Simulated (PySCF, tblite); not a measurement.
# C₆H₁₁OPSi: geometry, infrared bands and NMR shifts

Wanted: the infrared bands and NMR shifts of C₆H₁₁OPSi (`Cc1cp(CO)cc1[SiH3]`), by calculation.

Computed with tblite 0.8.0 and PySCF 2.14.0, with density-fitted response routines of our own, on a single molecule in the gas phase. Atoms are numbered from 0 throughout.

## 1. The molecule as given

20 atoms, charge 0, multiplicity 1; geometry from: force field or distance geometry start.

Bonds of the start (Å): C0–C1 1.49, C1–C2 1.35, C2–P3 1.85, P3–C4 1.86, C4–O5 1.42, P3–C6 1.87, C6–C7 1.35, C7–Si8 1.85, C7–C1 1.47, C0–H9 1.10, C0–H10 1.10, C0–H11 1.10, C2–H12 1.09, C4–H13 1.10, C4–H14 1.10, O5–H15 0.97, C6–H16 1.08, Si8–H17 1.49, Si8–H18 1.49, Si8–H19 1.48.

## 2. Relaxing the molecule with GFN2-xTB

Job settings and geometry (Å):

```
{"job": {"kind": "relax", "xc": "GFN2-xTB", "basis": "xTB"}, "charge": 0, "multiplicity": 1}
C     -1.719300     1.498200     0.627100
C     -0.610900     0.830500    -0.113700
C      0.516600     1.488100    -0.464500
P      1.679800     0.386700    -1.397600
C      2.948700     0.030200    -0.083000
O      2.508000    -0.433600     1.180200
C      0.489800    -1.023800    -1.110300
C     -0.610900    -0.593400    -0.460200
Si    -2.013900    -1.725100    -0.049500
H     -1.518800     2.561000     0.804600
H     -1.891200     1.040200     1.607400
H     -2.661600     1.446200     0.054000
H      0.677000     2.543700    -0.258600
H      3.650800    -0.717300    -0.483600
H      3.525000     0.954500     0.081600
H      1.586800    -0.137700     1.270700
H      0.669200    -2.042800    -1.428300
H     -3.279300    -1.225200    -0.657600
H     -2.201800    -1.777400     1.428200
H     -1.749200    -3.092400    -0.549900
```

Started as:

```
$ OMP_NUM_THREADS=1 python probes_run.py task.json out
```

The driver reads the jobs from task.json and runs them one after another.

**Question.** This job is followed by: GFN2-xTB harmonic vibrations, gas phase; GIAO PBE0/pcSseg-1 NMR shielding, non-relativistic, gas phase. Predict these results of the whole session: strongest single infrared mode (GFN2-xTB); zero-point energy (GFN2-xTB); 13C shifts against TMS (PBE0/pcSseg-1); 1H shifts against TMS (PBE0/pcSseg-1, means over atoms taken as alike); 31P shifts against H3PO4 (PBE0/pcSseg-1); 17O shifts against H2O (PBE0/pcSseg-1); 29Si shifts against TMS (PBE0/pcSseg-1).

As calculated:

| quantity | value |
| --- | --- |
| strongest single infrared mode (GFN2-xTB) | 2228 cm⁻¹, 395 km/mol |
| zero-point energy (GFN2-xTB) | 92.1 kcal/mol |
| 13C shifts against TMS (PBE0/pcSseg-1) | 164.7, 164.1, 152.8, 130.4, 63.7, 22.1 ppm |
| 1H shifts against TMS (PBE0/pcSseg-1, means over atoms taken as alike) | 7.61, 6.25, 4.58, 4.43, 2.51, 0.54 ppm |
| 31P shifts against H3PO4 (PBE0/pcSseg-1) | 19.6 ppm |
| 17O shifts against H2O (PBE0/pcSseg-1) | 33.2 ppm |
| 29Si shifts against TMS (PBE0/pcSseg-1) | -80.0 ppm |

In words: Relaxing lowered the energy by 0.207 eV in 65 steps; the close pair that moved most is P3–C6, from 1.868 to 1.804 Å. All 54 modes are real, so the xTB geometry is a minimum. The strongest single mode, at 2228 cm⁻¹, moves mainly H18 and H17. GFN2-xTB is a fitted tight-binding method: band positions and strengths are rough. Its intensities can rank the bands wrongly. At PBE0/pcSseg-1: The largest span, 237 ppm, is at C6, where the paramagnetic term is -239 ppm.
